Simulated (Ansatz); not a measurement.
# Na2Au: properties at the relaxed cell

This session takes Na2Au and sets out to fit an equation of state.

Computed with Ansatz 0.2.0 (DFT r2SCAN, scalar-relativistic, plane waves, PAW, unless a step's input says otherwise).

1 further run of the same task is left out (set aside as unsound or not needed). Runs told in other sessions of the task aren't counted.

**1. The starting structure**

It takes space group I4/mcm (No. 140, tetragonal). The conventional cell has a = 7.277 Å, b = 7.277 Å, c = 5.636 Å, α = 90.00°, β = 90.00°, γ = 90.00°. Na (site symmetry m2m) is surrounded by 4 Au at 3.04 Å and 2 Na at 3.22 Å. Au (site symmetry 422) is surrounded by 2 Au at 2.82 Å and 8 Na at 3.04 Å.

Structure file:

```
CELL_PARAMETERS angstrom
-3.63848 3.63848 2.81803
3.63848 -3.63848 2.81803
3.63848 3.63848 -2.81803
ATOMIC_POSITIONS crystal
Na 0.17386 0.67386 0.84772
Na 0.67386 0.82614 0.50000
Na 0.82614 0.32614 0.15228
Na 0.32614 0.17386 0.50000
Au 0.75000 0.75000 0.00000
Au 0.25000 0.25000 0.00000
```

It is the result of an earlier relaxation at this level (volume 24.87 Å³/atom; gap on the mesh: none (metal)).

**2. Volume × 0.97**

input.yaml

```yaml
crystal:
  lattice:
    - [-3.6017267356, 3.6017267356, 2.7895654937]
    - [3.6017267356, -3.6017267356, 2.7895654937]
    - [3.6017267356, 3.6017267356, -2.7895654937]
  atoms:
    - { symbol: Na, position: [0.17386197, 0.67386197, 0.84772394] }
    - { symbol: Na, position: [0.67386197, 0.82613803, 0.5] }
    - { symbol: Na, position: [0.82613803, 0.32613803, 0.15227606] }
    - { symbol: Na, position: [0.32613803, 0.17386197, 0.5] }
    - { symbol: Au, position: [0.75, 0.75, 0.0] }
    - { symbol: Au, position: [0.25, 0.25, 0.0] }
basis:
  ecutwfc: 500
kpoints:
  mp_grid: { grid: [8, 8, 8] }
hamiltonian:
  xc: r2scan
scf:
  occupations: { method: gaussian, width: 0.1 }
output:
  forces: true
  stress: true
  eigenvalues: true
relax:
  adjacent_minimum: "off"
  f_tol: 0.01
  max_steps: 30
  cell: { stress_tol: 0.1, fix: [volume] }
```

Command:

```bash
$ ansatz run input.yaml --threads 1 --pin off --max-ram 2560MiB --backend cpu --events-out ev --progress --plain --runs-dir out
```

**3. Point at V/V0 = 1.03**

Changes to input.yaml since step 2:

```diff
@@ -2,5 +2,5 @@
   lattice:
-    - [-3.6017267356, 3.6017267356, 2.7895654937]
-    - [3.6017267356, -3.6017267356, 2.7895654937]
-    - [3.6017267356, 3.6017267356, -2.7895654937]
+    - [-3.674508501, 3.674508501, 2.8459355395]
+    - [3.674508501, -3.674508501, 2.8459355395]
+    - [3.674508501, 3.674508501, -2.8459355395]
   atoms:
```

**4. Point at V/V0 = 0.94**

input.yaml

```yaml
crystal:
  lattice:
    - [-3.5591581974, 3.5591581974, 2.7683412051]
    - [3.5591581974, -3.5591581974, 2.7683412051]
    - [3.5591581974, 3.5591581974, -2.7683412051]
  atoms:
    - { symbol: Na, position: [0.1730566804, 0.6730566804, 0.8461133609] }
    - { symbol: Na, position: [0.6730566804, 0.8269433196, 0.5] }
    - { symbol: Na, position: [0.8269433196, 0.3269433196, 0.1538866391] }
    - { symbol: Na, position: [0.3269433196, 0.1730566804, 0.5] }
    - { symbol: Au, position: [0.75, 0.75, 0.0] }
    - { symbol: Au, position: [0.25, 0.25, 0.0] }
basis:
  ecutwfc: 500
kpoints:
  mp_grid: { grid: [8, 8, 8] }
hamiltonian:
  xc: r2scan
scf:
  occupations: { method: gaussian, width: 0.1 }
output:
  forces: true
  stress: true
  eigenvalues: true
  write_density: true
  write_potential: true
  elf: true
  volumetric_format: npy
relax:
  adjacent_minimum: "off"
  f_tol: 0.01
  max_steps: 30
  cell: { stress_tol: 0.1, fix: [volume] }
```

**5. The cell scaled to 1.06 of its volume**

input.yaml

```yaml
crystal:
  lattice:
    - [-3.715265894, 3.715265894, 2.864919418]
    - [3.715265894, -3.715265894, 2.864919418]
    - [3.715265894, 3.715265894, -2.864919418]
  atoms:
    - { symbol: Na, position: [0.1748655744, 0.6748655744, 0.8497311487] }
    - { symbol: Na, position: [0.6748655744, 0.8251344256, 0.5] }
    - { symbol: Na, position: [0.8251344256, 0.3251344256, 0.1502688513] }
    - { symbol: Na, position: [0.3251344256, 0.1748655744, 0.5] }
    - { symbol: Au, position: [0.75, 0.75, 0.0] }
    - { symbol: Au, position: [0.25, 0.25, 0.0] }
basis:
  ecutwfc: 500
kpoints:
  mp_grid: { grid: [8, 8, 8] }
hamiltonian:
  xc: r2scan
scf:
  occupations: { method: gaussian, width: 0.1 }
output:
  forces: true
  stress: true
  eigenvalues: true
relax:
  adjacent_minimum: "off"
  f_tol: 0.01
  max_steps: 30
  cell: { stress_tol: 0.1, fix: [volume] }
```

**6. The cell scaled to 0.91 of its volume**

input.yaml

```yaml
crystal:
  lattice:
    - [-3.5131871195, 3.5131871195, 2.7505856694]
    - [3.5131871195, -3.5131871195, 2.7505856694]
    - [3.5131871195, 3.5131871195, -2.7505856694]
  atoms:
    - { symbol: Na, position: [0.1715786629, 0.6715786629, 0.8431573259] }
    - { symbol: Na, position: [0.6715786629, 0.8284213371, 0.5] }
    - { symbol: Na, position: [0.8284213371, 0.3284213371, 0.1568426741] }
    - { symbol: Na, position: [0.3284213371, 0.1715786629, 0.5] }
    - { symbol: Au, position: [0.75, 0.75, 0.0] }
    - { symbol: Au, position: [0.25, 0.25, 0.0] }
basis:
  ecutwfc: 500
kpoints:
  mp_grid: { grid: [8, 8, 8] }
hamiltonian:
  xc: r2scan
scf:
  occupations: { method: gaussian, width: 0.1 }
output:
  forces: true
  stress: true
  eigenvalues: true
relax:
  adjacent_minimum: "off"
  f_tol: 0.01
  max_steps: 30
  cell: { stress_tol: 0.1, fix: [volume] }
```

**7. Point at V/V0 = 1.10**

input.yaml

```yaml
crystal:
  lattice:
    - [-3.7696067805, 3.7696067805, 2.8879317974]
    - [3.7696067805, -3.7696067805, 2.8879317974]
    - [3.7696067805, 3.7696067805, -2.8879317974]
  atoms:
    - { symbol: Na, position: [0.1770676685, 0.6770676685, 0.854135337] }
    - { symbol: Na, position: [0.6770676685, 0.8229323315, 0.5] }
    - { symbol: Na, position: [0.8229323315, 0.3229323315, 0.145864663] }
    - { symbol: Na, position: [0.3229323315, 0.1770676685, 0.5] }
    - { symbol: Au, position: [0.75, 0.75, 0.0] }
    - { symbol: Au, position: [0.25, 0.25, 0.0] }
basis:
  ecutwfc: 500
kpoints:
  mp_grid: { grid: [8, 8, 8] }
hamiltonian:
  xc: r2scan
scf:
  occupations: { method: gaussian, width: 0.1 }
output:
  forces: true
  stress: true
  eigenvalues: true
relax:
  adjacent_minimum: "off"
  f_tol: 0.01
  max_steps: 30
  cell: { stress_tol: 0.1, fix: [volume] }
```

**8. Volume × 0.88**

input.yaml

```yaml
crystal:
  lattice:
    - [-3.4652742006, 3.4652742006, 2.7339704048]
    - [3.4652742006, -3.4652742006, 2.7339704048]
    - [3.4652742006, 3.4652742006, -2.7339704048]
  atoms:
    - { symbol: Na, position: [0.1697348775, 0.6697348775, 0.839469755] }
    - { symbol: Na, position: [0.6697348775, 0.8302651225, 0.5] }
    - { symbol: Na, position: [0.8302651225, 0.3302651225, 0.160530245] }
    - { symbol: Na, position: [0.3302651225, 0.1697348775, 0.5] }
    - { symbol: Au, position: [0.75, 0.75, 0.0] }
    - { symbol: Au, position: [0.25, 0.25, 0.0] }
basis:
  ecutwfc: 500
kpoints:
  mp_grid: { grid: [8, 8, 8] }
hamiltonian:
  xc: r2scan
scf:
  occupations: { method: gaussian, width: 0.1 }
output:
  forces: true
  stress: true
  eigenvalues: true
relax:
  adjacent_minimum: "off"
  f_tol: 0.01
  max_steps: 30
  cell: { stress_tol: 0.1, fix: [volume] }
```

(Steps that only read results are left out.)

**Question.** What will these runs give? Wanted: equilibrium volume of the fit; bulk modulus.

**Answer**, as computed:

| quantity | value |
| --- | --- |
| equilibrium volume of the fit | 24.88 Å³/atom |
| bulk modulus | 26 GPa |
| its pressure derivative | 4.2 |

The fit puts the minimum at 24.88 Å³/atom with B = 26 GPa and B' = 4.2. Spin-orbit coupling is left out for Au.
